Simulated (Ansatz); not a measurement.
# MgGe2 (P1) in Ansatz: convergence with smearing width

Aim: find how far smearing width must go before the results for MgGe2 settle, at PBE. This setting moves, with any that are tied to it; all else stays.

Program: Ansatz 0.2.0. These are calculated values, not measurements. Logs are shortened: lines on timing, memory, paths and dates and some standing lists are left out, and cuts for length are marked.

## Step 1: The cell of the first run

The typed cell holds 6 atoms: a = 5.823 Å, b = 5.823 Å, c = 6.815 Å, α = 116.59°, β = 116.59°, γ = 37.04°.

The cell comes from a database or a generator and needn't be the stable form of this composition.

The cell isn't the ideal one: atoms moved at random, drawn with an rms of 0.05 Å.

## Step 2: With smearing width 0.3 eV

input.yaml reads:

```yaml
crystal:
  lattice:
    - [5.521485, -1.849846, 0.0]
    - [5.521485, 1.849846, 0.0]
    - [-3.217625, 0.0, 6.007774]
  atoms:
    - { symbol: Ge, position: [0.533938, 0.529769, 0.299427] }
    - { symbol: Ge, position: [0.466081, 0.478167, 0.703641] }
    - { symbol: Ge, position: [0.880631, 0.877136, 0.987632] }
    - { symbol: Ge, position: [0.119158, 0.123192, 0.020388] }
    - { symbol: Mg, position: [0.809091, 0.817094, 0.352026] }
    - { symbol: Mg, position: [0.178737, 0.18413, 0.652926] }
hamiltonian:
  xc: pbe
  pseudopotentials: { kind: paw }
kpoints:
  mp_grid: { grid: [6, 6, 3] }
scf:
  occupations: { method: gaussian, width: 0.3 }
output:
  forces: true
  stress: true
  eigenvalues: true
```

Potentials or basis: Ansatz PAW.

On the command line:

```bash
ansatz run input.yaml --threads 2 --pin off --max-ram 5632MiB --backend cpu --events-out ev --progress --plain --runs-dir out
```

Log:

```text
Warning: RAYON_NUM_THREADS=2 ignored (pool sized by the plan → 2); use --threads N
Engine: ansatz 0.2.0, aarch64-unknown-linux-gnu
Pseudopotentials: kind: paw
Pseudopotential: Ge, paw, valence charge 14, recommended cutoff 420 eV (normal), Ge.paw.azcp
Pseudopotential: Mg, paw, valence charge 10, recommended cutoff 420 eV (normal), Mg.paw.azcp
Functional definition: PBE
  parameter kappa = 0.804
  parameter beta = 0.06672455060314922
  exchange = pbe_x(kappa = kappa, mu = beta*pi^2/3)
  correlation = pbe_c(beta = beta)
Crystal: 6 atoms, lattice volume = 122.726 Å³
Basis set: ecut = 420 eV, 2379 PW (Γ), exchange–correlation on 80×80×96 points (8 copies of the dense FFT grid, shifted against one another)
Bands: 46, of which v1, the nominal top of the filled ones, is band 38 counted from 1 (37 counted from 0)
Symmetry: 1 space group operations
Space group: P1 (ITA 1), of the structure as read, at distance tolerance 5.0e-5 Å
k-points: 56 of 108 (time reversal used)
Non-local potential: Ge, projectors of the file, l = 0: 2, l = 1: 2, l = 2: 3, l = 3: 1
Non-local potential: Mg, projectors of the file, l = 0: 3, l = 1: 2, l = 2: 1
PAW form: soft (Blöchl's): semilocal exchange-correlation on the pseudo side does not see the compensation charge
PAW one-centre angular grid: Ge, 590 points (default); XC on 64 Gauss nodes
PAW one-centre angular grid: Mg, 110 points (default); XC on 64 Gauss nodes
Initial density: superposition of atomic densities (neutral atoms: chi_scale 0, normalization atom), corrected by the library's trained network
Initial wavefunctions: pseudopotential atomic-orbital guess
Functional: x = pbe(κ = 0.804, μ = 0.2195149727645171), c = pbe(β = 0.06672455060314922)
SCF iter   1: F=—  HF=-21027.301433 eV  |F-HF|=—  |Δ(HF+E_count)|=         —  Δρ=1.68e-3  dr2=6.88e-3  ethr=1.77e-3  ⟨swp⟩=5.7  Hψ=8932  notcnv=0
preconditioner: auto → Kerker (q_TF=auto, 2.519 Å⁻¹)  [metal: Δε(μ)=0.124 eV  Ē_g=20.798 eV  σ=0.300 eV  W_gap=0.23  n_scr=32 (ndim 8)  ℏωp=26.0 eV  f_vac=0.000  D(μ)=1.89/eV (n_scr^D=6)]
SCF iter   2: F=—  HF=-21027.298831 eV  |F-HF|=—  |Δ(HF+E_count)|=   2.60e-3  Δρ=1.12e-3  dr2=3.38e-3  ethr=9.06e-6  ⟨swp⟩=2.0  Hψ=4147  notcnv=0
SCF iter   3: F=—  HF=-21027.298784 eV  |F-HF|=—  |Δ(HF+E_count)|=   4.69e-5  Δρ=5.83e-4  dr2=3.87e-4  ethr=4.45e-6  ⟨swp⟩=2.0  Hψ=4181  notcnv=0
SCF iter   4: F=—  HF=-21027.298434 eV  |F-HF|=—  |Δ(HF+E_count)|=   3.50e-4  Δρ=2.50e-4  dr2=6.92e-5  ethr=5.09e-7  ⟨swp⟩=2.0  Hψ=4172  notcnv=0
SCF iter   5: F=—  HF=-21027.298430 eV  |F-HF|=—  |Δ(HF+E_count)|=   4.35e-6  Δρ=1.02e-4  dr2=1.07e-5  ethr=9.10e-8  ⟨swp⟩=2.0  Hψ=4180  notcnv=0
SCF iter   6: F=—  HF=-21027.298422 eV  |F-HF|=—  |Δ(HF+E_count)|=   7.26e-6  Δρ=4.37e-5  dr2=1.69e-6  ethr=1.41e-8  ⟨swp⟩=2.0  Hψ=4167  notcnv=0
SCF iter   7: F=—  HF=-21027.298421 eV  |F-HF|=—  |Δ(HF+E_count)|=   1.10e-6  Δρ=2.18e-5  dr2=3.64e-7  ethr=2.23e-9  ⟨swp⟩=2.0  Hψ=4168  notcnv=0
SCF iter   8: F=-21027.298421 eV  HF=-21027.298421 eV  |F-HF|=2.14e-8  |Δ(HF+E_count)|=   2.12e-7  Δρ=5.25e-6  dr2=2.54e-8  ethr=1.32e-10  ⟨swp⟩=8.2  Hψ=10401  notcnv=0
SCF 1 converged in 8 iterations: F = -21027.298421 eV  dr2 = 2.54e-8
SCF converged after 8 iterations
Free energy (F): -21027.298421 eV
Harris-Foulkes:  -21027.298421 eV  (|F-HF|=2.14e-8)
Internal energy: -21027.213684 eV  (E = F + TS)
E sigma→0 (E₀):  -21027.256053 eV
Entropy (-TS):   -0.084737 eV (-14.123 meV/atom)
Fermi energy:    8.752304 eV
--- Per-component energies (eV) ---
  E_band       = -1229.663744
  E_kinetic    = 592.151112
  E_local      = -12345.649573  (includes V_loc(G=0)·N_el)
  E_nonlocal   = 1855.144402
  E_hartree    = 5145.485614
  E_xc         = -359.412349
  E_vxc        = -331.809069  (∫ρ·V_xc dr)
  E_paw        = -8654.669039  (= ΣΔE_a)
  E_vpaw       = -1290.487691  (= ΣTr[D̂ρ^β])
  E_aug_tail   = 0.001213  (compensation charges beyond the density's cutoff)
  E_ewald      = -7260.265065
  E_smearing   = -0.084737  (= −TS)
  E_closure    = -0.000000  (closes the sum)
  Σ components = -21027.298421   (vs F -21027.298421, Δ=0.00e0)
--- Forces (eV/Å), atoms counted from 1 ---
  atom   1  Ge    -0.11356967     0.03315719    -0.19047954
  atom   2  Ge    -0.03275389    -0.04319532     0.14888024
  atom   3  Ge     0.15016011     0.00245645     0.17218185
  atom   4  Ge    -0.16334135     0.02827219    -0.19939093
  atom   5  Mg     0.04555668    -0.00254876     0.03626617
  atom   6  Mg     0.11394279    -0.01814165     0.03254078
  max |Σ_I F_I| component: 5.33e-6 eV/Å
--- Stress (GPa, compression-positive) ---
       -0.460110      -0.000994      -0.427424
       -0.000994      -1.141647       0.120938
       -0.427423       0.120938      -0.444878
  P = ⅓ Tr σ = -0.6822 GPa (-6.822 kbar)
--- Band table (eV; the first three rows and the last of 56) ---
  k-point 0: bands = ["-67.5594", "-67.5536", "-34.3179", "-34.3175", "-34.3128", "-34.3116", "-34.3057", "-34.2984", "-15.7700", "-15.7693", "-15.7669", "-15.7465", "-15.7372", "-15.7339", "-15.7161", "-15.7075", "-15.6995", "-15.6974", "-15.6840", "-15.6761", "-15.6748", "-15.6611", "-15.6493", "-15.6393", "-15.6271", "-15.6097", "-15.6077", "-15.5890", "-3.1300", "0.1571", "1.2648", "2.0960", "4.0790", "5.2633", "5.6094", "8.1782", "8.9767", "9.8988", "9.9096", "11.1314", "11.3013", "11.4879", "12.1298", "12.7268", "13.5635", "14.1397"]
  k-point 1: bands = ["-67.5594", "-67.5536", "-34.3179", "-34.3175", "-34.3128", "-34.3116", "-34.3057", "-34.2984", "-15.7709", "-15.7682", "-15.7657", "-15.7447", "-15.7340", "-15.7321", "-15.7224", "-15.7097", "-15.7074", "-15.7016", "-15.6758", "-15.6730", "-15.6715", "-15.6611", "-15.6507", "-15.6393", "-15.6267", "-15.6098", "-15.6080", "-15.5898", "-2.8831", "-0.9306", "1.6536", "2.5037", "4.3754", "6.3088", "6.6190", "7.1531", "8.3005", "9.0007", "9.4090", "9.9466", "11.2741", "11.3996", "12.2896", "13.1479", "13.3006", "14.3032"]
  k-point 2: bands = ["-67.5594", "-67.5536", "-34.3186", "-34.3175", "-34.3134", "-34.3116", "-34.3056", "-34.2984", "-15.7692", "-15.7661", "-15.7636", "-15.7467", "-15.7365", "-15.7298", "-15.7109", "-15.7037", "-15.7013", "-15.6908", "-15.6893", "-15.6775", "-15.6727", "-15.6605", "-15.6511", "-15.6422", "-15.6302", "-15.6164", "-15.6142", "-15.5860", "-2.8157", "0.3701", "1.3579", "2.0896", "4.5880", "5.2080", "5.9163", "6.3143", "7.6170", "8.9934", "9.2370", "10.6851", "11.1477", "11.9582", "12.5753", "13.7578", "14.3994", "14.5662"]
  k-point 55: bands = ["-67.5594", "-67.5536", "-34.3179", "-34.3175", "-34.3128", "-34.3116", "-34.3056", "-34.2985", "-15.7719", "-15.7677", "-15.7665", "-15.7445", "-15.7357", "-15.7327", "-15.7202", "-15.7102", "-15.7054", "-15.7020", "-15.6781", "-15.6747", "-15.6706", "-15.6525", "-15.6515", "-15.6412", "-15.6280", "-15.6097", "-15.6065", "-15.5923", "-2.4685", "-1.1766", "0.6371", "2.5366", "3.9983", "6.1595", "7.8719", "8.0466", "9.0889", "9.6545", "9.6997", "10.3305", "11.2213", "12.0353", "12.1283", "13.0675", "13.1329", "13.7796"]
```

Wall time 10 s (2 threads of Arm Neoverse V2, shared host); peak memory 0.5 GiB.

What came out:

| Item | Value |
| --- | --- |
| Free energy | -21027.2984 eV |
| Pressure | -0.7 GPa |
| Largest force | 0.259 eV/Å |
| Band gap on the k mesh | none (metal or under the smearing width) |

## Step 3: With smearing width 0.2 eV

input.yaml: that of step 2 with these lines changed.

```diff
@@ -18,3 +18,3 @@
 scf:
-  occupations: { method: gaussian, width: 0.3 }
+  occupations: { method: gaussian, width: 0.2 }
 output:
```

Potentials or basis: Ansatz PAW.

On the command line:

```bash
ansatz run input.yaml --threads 2 --pin off --max-ram 5632MiB --backend cpu --events-out ev --progress --plain --runs-dir out
```

Wall time 10 s (2 threads of Arm Neoverse V2, shared host); peak memory 0.5 GiB.

What came out:

```yaml
Free_energy: -21027.2758 eV
Pressure: -0.7 GPa
Largest_force: 0.260 eV/Å
Band_gap_on_the_k_mesh: none (metal or under the smearing width)
```

## Step 4: With smearing width 0.15 eV

input.yaml: that of step 3 with these lines changed.

```diff
@@ -18,3 +18,3 @@
 scf:
-  occupations: { method: gaussian, width: 0.2 }
+  occupations: { method: gaussian, width: 0.15 }
 output:
```

On the command line:

```bash
ansatz run input.yaml --threads 2 --pin off --max-ram 5632MiB --backend cpu --events-out ev --progress --plain --runs-dir out
```

It took 10 s on 2 threads of Arm Neoverse V2, shared host; peak memory 0.5 GiB.

Results:

```yaml
Free_energy: -21027.2685 eV
Pressure: -0.7 GPa
Largest_force: 0.262 eV/Å
Band_gap_on_the_k_mesh: none (metal or under the smearing width)
```

## Step 5: With smearing width 0.1 eV

input.yaml: that of step 4 with these lines changed.

```diff
@@ -18,3 +18,3 @@
 scf:
-  occupations: { method: gaussian, width: 0.15 }
+  occupations: { method: gaussian, width: 0.1 }
 output:
```

On the command line:

```bash
ansatz run input.yaml --threads 2 --pin off --max-ram 5632MiB --backend cpu --events-out ev --progress --plain --runs-dir out
```

It took 10 s on 2 threads of Arm Neoverse V2, shared host; peak memory 0.5 GiB.

What came out:

```yaml
Free_energy: -21027.2635 eV
Pressure: -0.7 GPa
Largest_force: 0.265 eV/Å
Band_gap_on_the_k_mesh: none (metal or under the smearing width)
```

## Step 6: With smearing width 0.05 eV

input.yaml: that of step 5 with these lines changed.

```diff
@@ -18,3 +18,3 @@
 scf:
-  occupations: { method: gaussian, width: 0.1 }
+  occupations: { method: gaussian, width: 0.05 }
 output:
```

Potentials or basis: Ansatz PAW.

On the command line:

```bash
ansatz run input.yaml --threads 2 --pin off --max-ram 5632MiB --backend cpu --events-out ev --progress --plain --runs-dir out
```

Run time: 10 s. Hardware: 2 threads of Arm Neoverse V2, shared host; peak memory 0.5 GiB.

It converged, with:

| Quantity | Value |
| --- | --- |
| Free energy | -21027.2600 eV |
| Pressure | -0.7 GPa |
| Largest force | 0.274 eV/Å |
| Band gap on the k mesh | none (metal or under the smearing width) |

## Step 7: With smearing width 0.025 eV

input.yaml: that of step 6 with these lines changed.

```diff
@@ -18,3 +18,3 @@
 scf:
-  occupations: { method: gaussian, width: 0.05 }
+  occupations: { method: gaussian, width: 0.025 }
 output:
```

On the command line:

```bash
ansatz run input.yaml --threads 2 --pin off --max-ram 5632MiB --backend cpu --events-out ev --progress --plain --runs-dir out
```

It took 10 s on 2 threads of Arm Neoverse V2, shared host; peak memory 0.5 GiB.

The run converged. Its results:

```
Free energy            : -21027.2589 eV
Pressure               : -0.7 GPa
Largest force          : 0.281 eV/Å
Band gap on the k mesh : none (metal or under the smearing width)
```

## Step 8: With smearing width 0.01 eV

input.yaml: that of step 7 with these lines changed.

```diff
@@ -18,3 +18,3 @@
 scf:
-  occupations: { method: gaussian, width: 0.025 }
+  occupations: { method: gaussian, width: 0.01 }
 output:
```

On the command line:

```bash
ansatz run input.yaml --threads 2 --pin off --max-ram 5632MiB --backend cpu --events-out ev --progress --plain --runs-dir out
```

It took 9.9 s on 2 threads of Arm Neoverse V2, shared host; peak memory 0.5 GiB.

The run converged. Its results:

- Free energy: -21027.2585 eV
- Pressure: -0.7 GPa
- Largest force: 0.283 eV/Å
- Band gap on the k mesh: none (metal or under the smearing width)

## Step 9: With smearing width 0.005 eV

input.yaml: that of step 8 with these lines changed.

```diff
@@ -18,3 +18,3 @@
 scf:
-  occupations: { method: gaussian, width: 0.01 }
+  occupations: { method: gaussian, width: 0.005 }
 output:
```

Potentials or basis: Ansatz PAW.

On the command line:

```bash
ansatz run input.yaml --threads 2 --pin off --max-ram 5632MiB --backend cpu --events-out ev --progress --plain --runs-dir out
```

Run time: 9.8 s. Hardware: 2 threads of Arm Neoverse V2, shared host; peak memory 0.5 GiB.

The run converged. Its results:

```yaml
Free_energy: -21027.2584 eV
Pressure: -0.7 GPa
Largest_force: 0.279 eV/Å
Band_gap_on_the_k_mesh: none (metal or under the smearing width)
```

## Step 10: Summary

| smearing width | energy less the tightest run, at zero smearing (meV/atom) | pressure (GPa) | largest force (eV/Å) | SCF cycles | CPU time (s) | peak memory (GiB) |
| --- | --- | --- | --- | --- | --- | --- |
| 0.3 eV | 0.39 | -0.68 | 0.259 | 8 | 20 | 0.5 |
| 0.2 eV | -0.03 | -0.72 | 0.260 | 8 | 20 | 0.5 |
| 0.15 eV | -0.17 | -0.73 | 0.262 | 8 | 20 | 0.5 |
| 0.1 eV | -0.16 | -0.74 | 0.265 | 8 | 20 | 0.5 |
| 0.05 eV | -0.03 | -0.74 | 0.274 | 8 | 20 | 0.5 |
| 0.025 eV | -0.01 | -0.74 | 0.281 | 8 | 20 | 0.5 |
| 0.01 eV | 0.00 | -0.74 | 0.283 | 8 | 20 | 0.5 |
| 0.005 eV | 0.00 | -0.75 | 0.279 | 7 | 19 | 0.5 |

Against the tightest run, the energy stays within 1 meV/atom from 0.3 eV on; the pressure stays within 0.1 GPa from 0.3 eV on; the largest force stays within 0.005 eV/Å from 0.025 eV on. Narrower smearing needs a denser k mesh, so at a fixed mesh the narrowest width isn't the most accurate. The tightest run that finished is the yardstick and may itself not be fully converged.
